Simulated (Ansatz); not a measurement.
**C₂H₄BFO: small, medium and large basis sets**

Aim: see how fast density functionals converge with the basis set for C₂H₄BFO.

The runs use Ansatz 0.2.0, Gaussian basis; one geometry, several basis sets.

Plan: PBE0-D4/def2-SVP; ωB97M-V/def2-SVP; PBE0-D4/def2-QZVPP; ωB97M-V/def2-QZVPP; the functionals' def2-TZVPP values are taken from earlier runs.

### Step 1. Structure used throughout

An earlier PBE0-D4 in a triple-zeta def2 set relaxation fixed the geometry.

SMILES `C=C(O)BF`, 9 atoms, charge 0, spin multiplicity 1.

Atoms are counted from 1 here; the program's logs count them from 0.

Bond lengths: C1–C2 1.339 Å, C1–H6 1.081 Å, C1–H7 1.087 Å, C2–O3 1.356 Å, C2–B4 1.553 Å, O3–H8 0.963 Å, B4–F5 1.319 Å, B4–H9 1.197 Å. Angles: C2–C1–H6 119.4°, C2–C1–H7 123.1°, H6–C1–H7 117.5°, C1–C2–O3 124.6°, C1–C2–B4 118.7°, O3–C2–B4 116.7°, C2–O3–H8 109.8°, C2–B4–F5 120.4°, C2–B4–H9 121.1°, F5–B4–H9 118.5°.

### Step 2. PBE0-D4 in def2-SVP

File in.yaml:

```yaml
crystal:
  periodic: [false, false, false]
  atoms:
    - {symbol: C, position_ang: [1.237262, 0.012465, -0.057218]}
    - {symbol: C, position_ang: [-0.076058, -0.241185, -0.116851]}
    - {symbol: O, position_ang: [-0.620197, -1.361215, -0.654731]}
    - {symbol: B, position_ang: [-1.065734, 0.805015, 0.464055]}
    - {symbol: F, position_ang: [-2.366565, 0.588602, 0.423432]}
    - {symbol: H, position_ang: [1.580451, 0.934750, 0.391224]}
    - {symbol: H, position_ang: [1.991568, -0.669534, -0.441435]}
    - {symbol: H, position_ang: [0.078507, -1.937325, -0.982888]}
    - {symbol: H, position_ang: [-0.670634, 1.822128, 0.957212]}
basis:
  gaussian: {orbitals: def2-SVP}
hamiltonian: {xc: pbe0, dispersion: d4}
output: {orbitals: {seedname: orbitals}}
```

On the command line:

```
$ ansatz run in.yaml --threads 2 --pin off --events-out ev --progress --plain --max-ram 4352MiB
```

Further steps of the session: ωB97M-V in def2-SVP; PBE0-D4 in def2-QZVPP; ωB97M-V in def2-QZVPP.

Before running them: what should the planned runs give, taken together? Wanted: PBE0-D4: double and triple zeta above quadruple; ωB97M-V: double and triple zeta above quadruple.

**Answer**, as computed:

| quantity | value |
| --- | --- |
| PBE0-D4: double and triple zeta above quadruple | 9.31, 0.42 eV |
| ωB97M-V: double and triple zeta above quadruple | 9.57, 0.39 eV |

**Reading.** PBE0-D4 gains 8.89 eV from double to triple zeta, then 0.42 eV more. These are total energies; as a rule much of such shifts cancels in differences, which this series doesn't test.
